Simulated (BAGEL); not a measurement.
# GeSiH6O (SMILES [OH][GeH2][SiH3]): B3LYP/6-31G(d) (density fitting with qzvpp-jkfit, spherical functions)

Aim: the energy change on altering one bond length of GeSiH6O at B3LYP/6-31G* (density fitting with qzvpp-jkfit, spherical functions), from 2 runs. 

The calculation is run with BAGEL 1.2.2.

2 further runs of the same task are left out: 1 that didn't finish, 1 set aside as unsound or not needed. Runs told in other sessions of the task aren't counted.

### Step 1. The molecule

GeSiH6O: 9 atoms, total charge 0, spin state singlet. As SMILES, `[OH][GeH2][SiH3]`. The shape is that of a PBE0-D4/def2-TZVP optimisation. This is one conformer, not always the lowest.

Bond lengths: O1–Ge2 1.791 Å, Ge2–Si3 2.389 Å, O1–H4 0.960 Å, Ge2–H5 1.546 Å, Ge2–H6 1.536 Å, Si3–H7 1.488 Å, Si3–H8 1.488 Å, Si3–H9 1.486 Å. Some angles: O1–Ge2–Si3 109.9°, O1–Ge2–H5 109.2°, O1–Ge2–H6 103.6°, Si3–Ge2–H5 111.3°, Si3–Ge2–H6 113.0°, Ge2–O1–H4 112.4°, Ge2–Si3–H7 110.2°, Ge2–Si3–H8 109.3°, Ge2–Si3–H9 110.4°, H5–Ge2–H6 109.6°.

### Step 2. The energy at B3LYP/6-31G(d) (density fitting with qzvpp-jkfit, spherical functions)

Input file dft.json:

```json
{ "bagel": [

{
  "title": "molecule",
  "basis": "6-31gs.json",
  "df_basis": "qzvpp-jkfit",
  "angstrom": "true",
  "geometry": [
    { "atom": "O", "xyz": [   -1.665400,    1.003200,   -0.854800 ] },
    { "atom": "Ge", "xyz": [    0.086300,    0.899600,   -0.495500 ] },
    { "atom": "Si", "xyz": [    0.525800,   -1.010700,    0.870400 ] },
    { "atom": "H", "xyz": [   -1.973400,    0.267900,   -1.389000 ] },
    { "atom": "H", "xyz": [    0.873700,    0.832100,   -1.824400 ] },
    { "atom": "H", "xyz": [    0.388100,    2.226700,    0.215900 ] },
    { "atom": "H", "xyz": [    1.986000,   -1.132800,    1.128400 ] },
    { "atom": "H", "xyz": [    0.060100,   -2.236200,    0.166300 ] },
    { "atom": "H", "xyz": [   -0.192800,   -0.896100,    2.165800 ] }
  ]
},
{ "title": "ks", "xc_func": "b3lyp" },
{ "title": "print", "file": "orbitals.molden", "orbitals": "true" }

]}
```

The basis set 6-31G* is read from a file made from the Basis Set Exchange's data (not shown).

Command:

```sh
BAGEL_NUM_THREADS=1 BAGEL dft.json > dft.out
```

What it wrote:

```text
* using 1 threads per process

  ===============================================================
  ===============================================================

  *** Geometry ***

  { "atom" : "O", "xyz" : [     -3.147150,      1.895773,     -1.615338 ] },
  { "atom" : "Ge", "xyz" : [      0.163083,      1.699998,     -0.936359 ] },
  { "atom" : "Si", "xyz" : [      0.993618,     -1.909946,      1.644818 ] },
  { "atom" : "H", "xyz" : [     -3.729186,      0.506258,     -2.624830 ] },
  { "atom" : "H", "xyz" : [      1.651054,      1.572441,     -3.447616 ] },
  { "atom" : "H", "xyz" : [      0.733403,      4.207853,      0.407992 ] },
  { "atom" : "H", "xyz" : [      3.752996,     -2.140682,      2.132367 ] },
  { "atom" : "H", "xyz" : [      0.113573,     -4.225806,      0.314261 ] },
  { "atom" : "H", "xyz" : [     -0.364339,     -1.693384,      4.092769 ] },

  Number of auxiliary basis functions:      579

  Since a DF basis is specified, we compute 2- and 3-index integrals:
    o Being stored without compression. Storage requirement is 0.027 GB

  Number of basis functions:       76
  Number of electrons      :       60

    * METHOD: MOLECULE                             0.29

  *** Kohn-Sham DFT ***

    * Removing 15147 points whose weight is below 1.00e-10
    * Grid points: 119007

  === Nuclear Repulsion ===
   271.6998212361

       - DIIS with orbital gradients will be used.

  === KS iteration (b3lyp / 6-31gs.json) ===
      0      -2353.57701348          0.10761956           0.46
      1      -2150.26965144          0.19463771           0.40
      2      -2233.68164176          0.08031555           0.46
      3      -2143.33099774          0.15522035           0.41
      4      -2329.29512610          0.15962136           0.41
      5      -2337.35205398          0.15710482           0.40
      6      -2337.73021185          0.15708855           0.41
      7      -2336.92024178          0.15621026           0.41
      8      -2237.16553361          0.11941032           0.40
      9      -2341.32838087          0.15270461           0.40
[... 23 lines of this table left out ...]
     33      -2445.08684377          0.00000021           0.41
     34      -2445.08684377          0.00000005           0.41
     35      -2445.08684377          0.00000001           0.40
     36      -2445.08684377          0.00000000           0.41
    * SCF iteration converged.

    * Permanent dipole moment:
           (   -0.314891,     0.484105,     0.195701) a.u.

    * METHOD: KS                                  15.69

    * METHOD: PRINT                                0.01

  ===============================================================
```

Run time: 16 s. Hardware: 1 thread of Intel Xeon 6975P-C (Granite Rapids), shared host; peak memory 0.49 GiB.

### Step 3. The distorted shape, same level

Input file job.json:

```json
{ "bagel" : [

{
  "title" : "molecule",
  "basis" : "6-31gs.json",
  "df_basis" : "qzvpp-jkfit",
  "angstrom" : true,
  "geometry" : [
    { "atom" : "O", "xyz" : [   -1.295799,    1.885562,   -0.213759 ] },
    { "atom" : "Ge", "xyz" : [    0.455901,    1.781962,    0.145541 ] },
    { "atom" : "Si", "xyz" : [    0.895401,   -0.128338,    1.511441 ] },
    { "atom" : "H", "xyz" : [   -1.973400,    0.267900,   -1.389000 ] },
    { "atom" : "H", "xyz" : [    1.243301,    1.714462,   -1.183359 ] },
    { "atom" : "H", "xyz" : [    0.757701,    3.109062,    0.856941 ] },
    { "atom" : "H", "xyz" : [    2.355601,   -0.250438,    1.769441 ] },
    { "atom" : "H", "xyz" : [    0.429701,   -1.353838,    0.807341 ] },
    { "atom" : "H", "xyz" : [    0.176801,   -0.013738,    2.806841 ] }
  ]
},
{
  "title" : "ks",
  "xc_func" : "b3lyp"
},
{
  "title" : "print",
  "file" : "orbitals.molden",
  "orbitals" : true
}

]}
```

The basis set 6-31G* is read from a file made from the Basis Set Exchange's data (not shown).

Command:

```sh
BAGEL_NUM_THREADS=1 BAGEL job.json > job.out
```

What it wrote:

```text
* using 1 threads per process

  ===============================================================
  ===============================================================

  *** Geometry ***

  { "atom" : "O", "xyz" : [     -2.448705,      3.563196,     -0.403946 ] },
  { "atom" : "Ge", "xyz" : [      0.861528,      3.367420,      0.275033 ] },
  { "atom" : "Si", "xyz" : [      1.692063,     -0.242524,      2.856210 ] },
  { "atom" : "H", "xyz" : [     -3.729186,      0.506258,     -2.624830 ] },
  { "atom" : "H", "xyz" : [      2.349498,      3.239864,     -2.236224 ] },
  { "atom" : "H", "xyz" : [      1.431847,      5.875276,      1.619384 ] },
  { "atom" : "H", "xyz" : [      4.451441,     -0.473259,      3.343759 ] },
  { "atom" : "H", "xyz" : [      0.812017,     -2.558383,      1.525653 ] },
  { "atom" : "H", "xyz" : [      0.334105,     -0.025961,      5.304161 ] },

  Number of auxiliary basis functions:      579

  Since a DF basis is specified, we compute 2- and 3-index integrals:
    o Being stored without compression. Storage requirement is 0.027 GB

  Number of basis functions:       76
  Number of electrons      :       60

    * METHOD: MOLECULE                             0.29

  *** Kohn-Sham DFT ***

    * Removing 14228 points whose weight is below 1.00e-10
    * Grid points: 119926

  === Nuclear Repulsion ===
   266.9040959967

       - DIIS with orbital gradients will be used.

  === KS iteration (b3lyp / 6-31gs.json) ===
      0      -2354.17999822          0.10529098           0.46
      1      -2150.83751912          0.19393453           0.41
      2      -2234.58940798          0.08001445           0.41
      3      -2143.77280690          0.15407405           0.41
      4      -2329.44028224          0.15729591           0.41
      5      -2338.31164176          0.15478667           0.41
      6      -2338.63891797          0.15398261           0.42
      7      -2337.14250944          0.15635975           0.42
      8      -2237.80538115          0.11353525           0.41
      9      -2340.62509193          0.15461048           0.41
[... 29 lines of this table left out ...]
     39      -2444.90002371          0.00000002           0.42
     40      -2444.90002371          0.00000002           0.41
     41      -2444.90002371          0.00000001           0.41
     42      -2444.90002371          0.00000000           0.42
    * SCF iteration converged.

    * Permanent dipole moment:
           (   -0.403920,     0.428378,     0.133828) a.u.

    * METHOD: KS                                  18.16

    * METHOD: PRINT                                0.01

  ===============================================================
```

Run time: 19 s. Hardware: 1 thread of Intel Xeon 6975P-C (Granite Rapids), shared host; peak memory 0.49 GiB.

### Step 4. Results

At B3LYP/6-31G* (density fitting with qzvpp-jkfit, spherical functions):

| quantity | value |
| --- | --- |
| first shape: total energy | -2445.08684 Eh |
| first shape: dipole moment | 1.55 D |
| first shape: HOMO energy | -7.32 eV |
| first shape: LUMO energy | -0.34 eV |
| first shape: HOMO–LUMO gap | 6.98 eV |
| distorted shape: total energy | -2444.90002 Eh |
| distorted shape: dipole moment | 1.53 D |
| distorted shape: HOMO energy | -7.23 eV |
| distorted shape: LUMO energy | -4.95 eV |
| distorted shape: HOMO–LUMO gap | 2.28 eV |
| energy change with the O1–H4 bond stretched from 0.960 to 2.111 Å | 5.084 eV |

**Reading.** One bond (distorted shape) is far stretched, which a spin-restricted single reference describes badly; a broken-symmetry solution may lie lower. With the O1–H4 bond stretched from 0.960 to 2.111 Å the energy rises by 5.08 eV (117 kcal/mol). The first shape isn't relaxed at this level, so the change isn't measured from a minimum. A restricted reference can't describe the breaking bond well at this length.
